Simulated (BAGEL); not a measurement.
# SiN2H5OF (SMILES N[Si](N)(O)F): a chain of runs

Aim: the energy (HF/def2-SV(P)), then a single-point energy (NEVPT2(2,2)/def2-SV(P)), then a single-point energy (CASPT2(2,2)/def2-SV(P)) of SiN2H5OF. 

The calculation is run with BAGEL 1.2.2.

1 further run of the same task is left out (set aside as unsound or not needed).

## Step 1: Starting point

The species is SiN2H5OF (10 atoms), meant as a singlet with charge 0. SMILES: `N[Si](N)(O)F`. One bond was lengthened or shortened from a relaxed shape.

Bond lengths: N1–Si2 1.685 Å, Si2–N3 1.695 Å, Si2–O4 1.392 Å, Si2–F5 1.605 Å, N1–H6 1.004 Å, N1–H7 1.005 Å, N3–H8 1.005 Å, N3–H9 1.005 Å, O4–H10 0.958 Å. Some angles: N1–Si2–N3 109.0°, N1–Si2–O4 103.8°, N1–Si2–F5 116.8°, N3–Si2–O4 119.6°, N3–Si2–F5 102.6°, O4–Si2–F5 105.7°, Si2–N1–H6 122.0°, Si2–N1–H7 121.9°, Si2–N3–H8 121.3°, Si2–N3–H9 121.7°.

## Step 2: The energy at HF/def2-SV(P) (density fitting with svp-jkfit) (run 1)

Contents of input.json:

```json
{ "bagel": [

{
  "title": "molecule",
  "basis": "def2-sv_p_.json",
  "df_basis": "svp-jkfit",
  "geometry": [
    { "atom": "N", "xyz": [    -0.33002933,     2.85962995,    -0.12816689 ] },
    { "atom": "Si", "xyz": [     0.57552743,    -0.14843610,    -0.64500699 ] },
    { "atom": "N", "xyz": [    -0.46779036,    -1.97901379,     1.76647252 ] },
    { "atom": "O", "xyz": [     3.15773235,     0.04270781,    -1.10567876 ] },
    { "atom": "F", "xyz": [    -0.59100051,    -1.52925898,    -3.07954116 ] },
    { "atom": "H", "xyz": [    -2.05440442,     3.28992059,     0.53720567 ] },
    { "atom": "H", "xyz": [     0.54378003,     4.32719126,    -0.95832358 ] },
    { "atom": "H", "xyz": [    -0.94494621,    -3.79693033,     1.48924970 ] },
    { "atom": "H", "xyz": [     0.00426322,    -1.61732021,     3.57059405 ] },
    { "atom": "H", "xyz": [     3.90946541,    -1.27537616,    -2.09173785 ] }
  ]
},

{ "title": "hf" },

{ "title": "print", "file": "orbitals.molden", "orbitals": true }

]}
```

The basis set def2-SV(P) is read from a file made from the Basis Set Exchange's data (not shown).

On the command line:

```
$ BAGEL_NUM_THREADS=1 BAGEL input.json > input.out
```

Standard output:

```text
* using 1 threads per process

  ===============================================================
  ===============================================================

  *** Geometry ***

  { "atom" : "N", "xyz" : [     -0.330029,      2.859630,     -0.128167 ] },
  { "atom" : "Si", "xyz" : [      0.575527,     -0.148436,     -0.645007 ] },
  { "atom" : "N", "xyz" : [     -0.467790,     -1.979014,      1.766473 ] },
  { "atom" : "O", "xyz" : [      3.157732,      0.042708,     -1.105679 ] },
  { "atom" : "F", "xyz" : [     -0.591001,     -1.529259,     -3.079541 ] },
  { "atom" : "H", "xyz" : [     -2.054404,      3.289921,      0.537206 ] },
  { "atom" : "H", "xyz" : [      0.543780,      4.327191,     -0.958324 ] },
  { "atom" : "H", "xyz" : [     -0.944946,     -3.796930,      1.489250 ] },
  { "atom" : "H", "xyz" : [      0.004263,     -1.617320,      3.570594 ] },
  { "atom" : "H", "xyz" : [      3.909465,     -1.275376,     -2.091738 ] },

  Number of auxiliary basis functions:      526

  Since a DF basis is specified, we compute 2- and 3-index integrals:
    o Being stored without compression. Storage requirement is 0.030 GB

  Number of basis functions:       84
  Number of electrons      :       50

    * METHOD: MOLECULE                             0.51

  *** RHF ***

  === Nuclear Repulsion ===
   276.3101509993

      * DIIS with orbital gradients will be used.

  === RHF iteration (def2-sv_p_.json) ===
      0       -574.45557832          0.02438633           0.14
      1       -574.72371011          0.01312226           0.11
      2       -574.81482394          0.00115540           0.10
      3       -574.81583355          0.00026329           0.10
      4       -574.81587405          0.00007745           0.10
      5       -574.81587831          0.00001361           0.10
      6       -574.81587852          0.00000364           0.10
      7       -574.81587854          0.00000133           0.10
      8       -574.81587854          0.00000046           0.11
      9       -574.81587854          0.00000013           0.16
     10       -574.81587854          0.00000006           0.17
     11       -574.81587854          0.00000002           0.16
     12       -574.81587854          0.00000001           0.15
    * SCF iteration converged.

    * Permanent dipole moment:
           (   -0.437053,     0.196744,    -0.322880) a.u.

    * METHOD: HF                                   1.98

    * METHOD: PRINT                                0.03

  ===============================================================
```

Wall time 2.9 s (1 thread of Intel Xeon Platinum 8259CL at 2.50GHz (Skylake/Cascade Lake), shared host); peak memory 0.15 GiB.

## Step 3: A single-point energy at NEVPT2(2,2)/def2-SV(P) (density fitting with svp-jkfit) (run 2)

Contents of calc.json:

```json
{ "bagel": [

{
  "title": "molecule",
  "basis": "def2-sv_p_.json",
  "df_basis": "svp-jkfit",
  "angstrom": "false",
  "geometry": [
    { "atom": "N", "xyz": [ -0.33002933,  2.85962995, -0.12816689 ] },
    { "atom": "Si", "xyz": [  0.57552743, -0.14843610, -0.64500699 ] },
    { "atom": "N", "xyz": [ -0.46779036, -1.97901379,  1.76647252 ] },
    { "atom": "O", "xyz": [  3.15773235,  0.04270781, -1.10567876 ] },
    { "atom": "F", "xyz": [ -0.59100051, -1.52925898, -3.07954116 ] },
    { "atom": "H", "xyz": [ -2.05440442,  3.28992059,  0.53720567 ] },
    { "atom": "H", "xyz": [  0.54378003,  4.32719126, -0.95832358 ] },
    { "atom": "H", "xyz": [ -0.94494621, -3.79693033,  1.48924970 ] },
    { "atom": "H", "xyz": [  0.00426322, -1.61732021,  3.57059405 ] },
    { "atom": "H", "xyz": [  3.90946541, -1.27537616, -2.09173785 ] }
  ]
},
{ "title": "hf" },
{ "title": "casscf", "nstate": 1, "nact": 2, "nclosed": 24, "active": [11, 32], "maxiter": 200, "natocc": "true" },
{ "title": "nevpt2", "nstate": 1, "nact": 2, "nclosed": 24, "active": [11, 32], "maxiter": 200, "natocc": "true", "ncore": 9 },
{ "title": "print", "file": "orbitals.molden", "orbitals": "true" }

]}
```

The basis set def2-SV(P) is read from a file made from the Basis Set Exchange's data (not shown).

On the command line:

```
$ BAGEL_NUM_THREADS=1 BAGEL calc.json > calc.out
```

Standard output:

```text
* using 1 threads per process

  ===============================================================
  ===============================================================

  *** Geometry ***

  { "atom" : "N", "xyz" : [     -0.330029,      2.859630,     -0.128167 ] },
  { "atom" : "Si", "xyz" : [      0.575527,     -0.148436,     -0.645007 ] },
  { "atom" : "N", "xyz" : [     -0.467790,     -1.979014,      1.766473 ] },
[... 6 lines of this table left out ...]
  { "atom" : "H", "xyz" : [      3.909465,     -1.275376,     -2.091738 ] },

  Number of auxiliary basis functions:      526

  Since a DF basis is specified, we compute 2- and 3-index integrals:
    o Being stored without compression. Storage requirement is 0.030 GB

[... 18 lines left out ...]
    * SCF iteration converged.
[... 1 line left out ...]
    * Permanent dipole moment:
[... 27 lines left out ...]
    * Second-order optimization converged. *
[... 1 line left out ...]
     guess   0:   closed 1.                   open ..

  === FCI iteration ===

      0  0      -574.81564669     1.06e-01      0.00
      1  0      -574.83622642     3.46e-03      0.00
      2  0 *    -574.83626378     6.91e-16      0.00

     * ci vector, state   0, <S^2> = 0.0000
       2.     0.9953107427
       .2    -0.0967291348

    * METHOD: CASSCF                              15.99

    * freezing 9 orbitals

  === DF-NEVPT2 calculation ===

    * 3-index integral transformation done
    * assembly done

      NEVPT2 correlation energy:   -0.7423269126      0.32

          (+0)     -0.6686539888
          (+0)'    -0.0335636126
          (+1)     -0.0051081033
          (+1)'    -0.0000000000
          (+2)     -0.0004097394
          (-1)     -0.0298554231
          (-1)'     0.0000000000
          (-2)     -0.0047360454

      NEVPT2 total energy:       -575.5785906918

    * METHOD: NEVPT2                               0.55

    * METHOD: PRINT                                0.02

  ===============================================================
```

Wall time 20 s (1 thread of Intel Xeon Platinum 8259CL at 2.50GHz (Skylake/Cascade Lake), shared host); peak memory 0.15 GiB.

## Step 4: The energy at CASPT2(2,2)/def2-SV(P) (density fitting with svp-jkfit) (run 3)

Contents of calc.json:

```json
{ "bagel" : [

{
  "title" : "molecule",
  "basis" : "def2-sv_p_.json",
  "df_basis" : "svp-jkfit",
  "geometry" : [
    { "atom" : "N", "xyz" : [    -0.33002933,     2.85962995,    -0.12816689 ] },
    { "atom" : "Si", "xyz" : [     0.57552743,    -0.14843610,    -0.64500699 ] },
    { "atom" : "N", "xyz" : [    -0.46779036,    -1.97901379,     1.76647252 ] },
    { "atom" : "O", "xyz" : [     3.15773235,     0.04270781,    -1.10567876 ] },
    { "atom" : "F", "xyz" : [    -0.59100051,    -1.52925898,    -3.07954116 ] },
    { "atom" : "H", "xyz" : [    -2.05440442,     3.28992059,     0.53720567 ] },
    { "atom" : "H", "xyz" : [     0.54378003,     4.32719126,    -0.95832358 ] },
    { "atom" : "H", "xyz" : [    -0.94494621,    -3.79693033,     1.48924970 ] },
    { "atom" : "H", "xyz" : [     0.00426322,    -1.61732021,     3.57059405 ] },
    { "atom" : "H", "xyz" : [     3.90946541,    -1.27537616,    -2.09173785 ] }
  ]
},

{ "title" : "hf" },

{ "title" : "casscf", "nstate" : 1, "nact" : 2, "nclosed" : 24, "active" : [11, 32], "maxiter" : 200, "natocc" : "true" },

{ "title" : "print", "file" : "orbitals.molden", "orbitals" : "true" },

{ "title" : "smith", "method" : "caspt2", "ms" : "true", "xms" : "true", "sssr" : "true", "shift" : 0.2, "shift_imag" : "true", "ncore" : 9 }

]}
```

The basis set def2-SV(P) is read from a file made from the Basis Set Exchange's data (not shown).

On the command line:

```
$ BAGEL_NUM_THREADS=1 BAGEL calc.json > calc.out
```

Standard output:

```text
* using 1 threads per process

  ===============================================================
  ===============================================================

  *** Geometry ***

  { "atom" : "N", "xyz" : [     -0.330029,      2.859630,     -0.128167 ] },
  { "atom" : "Si", "xyz" : [      0.575527,     -0.148436,     -0.645007 ] },
  { "atom" : "N", "xyz" : [     -0.467790,     -1.979014,      1.766473 ] },
[... 6 lines of this table left out ...]
  { "atom" : "H", "xyz" : [      3.909465,     -1.275376,     -2.091738 ] },

  Number of auxiliary basis functions:      526

  Since a DF basis is specified, we compute 2- and 3-index integrals:
    o Being stored without compression. Storage requirement is 0.030 GB

[... 18 lines left out ...]
    * SCF iteration converged.
[... 1 line left out ...]
    * Permanent dipole moment:
[... 27 lines left out ...]
    * Second-order optimization converged. *
[... 9 lines left out ...]
     * ci vector, state   0, <S^2> = 0.0000
[... 16 lines left out ...]
    * Zeroth order energy : state  0       -1.6998704886
[... 4 lines left out ...]
       #      aibj      arbs      arbi      airj      risj      airs      arst      rist         Etot      error   time
[... 2 lines left out ...]
       0  -0.66769  -0.00552  -0.03030  -0.00546  -0.00054  -0.02948  -0.00000  -0.00000   -0.7389891  0.0018939   0.21
       1  -0.66794  -0.00558  -0.03049  -0.00556  -0.00058  -0.03018  -0.00000  -0.00000   -0.7403322  0.0003248   0.17
       2  -0.66797  -0.00559  -0.03045  -0.00557  -0.00059  -0.03022  -0.00000  -0.00000   -0.7403886  0.0000661   0.18
       3  -0.66797  -0.00559  -0.03045  -0.00556  -0.00059  -0.03023  -0.00000  -0.00000   -0.7403903  0.0000151   0.19
       4  -0.66797  -0.00559  -0.03045  -0.00556  -0.00059  -0.03023   0.00000  -0.00000   -0.7403904  0.0000037   0.22
       5  -0.66797  -0.00559  -0.03045  -0.00556  -0.00059  -0.03023   0.00000  -0.00000   -0.7403904  0.0000008   0.21

      ------------------------------------------------------------------------------------------------------------------

    * CASPT2 energy : state  0     -575.5789955384
        w/o shift correction       -575.5766541950
        reference weight              0.8377637884

    * METHOD: SMITH                                1.62

  ===============================================================
```

Run time: 21 s. Hardware: 1 thread of Intel Xeon Platinum 8259CL at 2.50GHz (Skylake/Cascade Lake), shared host; peak memory 0.25 GiB.

## Step 5: Outcome

| quantity | value |
| --- | --- |
| run 1, HF/def2-SV(P): total energy | -574.81588 Eh |
| run 1, HF/def2-SV(P): dipole moment | 1.47 D |
| run 1, HF/def2-SV(P): HOMO energy | -11.01 eV |
| run 1, HF/def2-SV(P): LUMO energy | 4.54 eV |
| run 1, HF/def2-SV(P): HOMO–LUMO gap | 15.56 eV |
| run 2, NEVPT2(2,2)/def2-SV(P): total energy | -575.57859 Eh |
| run 3, CASPT2(2,2)/def2-SV(P): total energy | -575.57900 Eh |
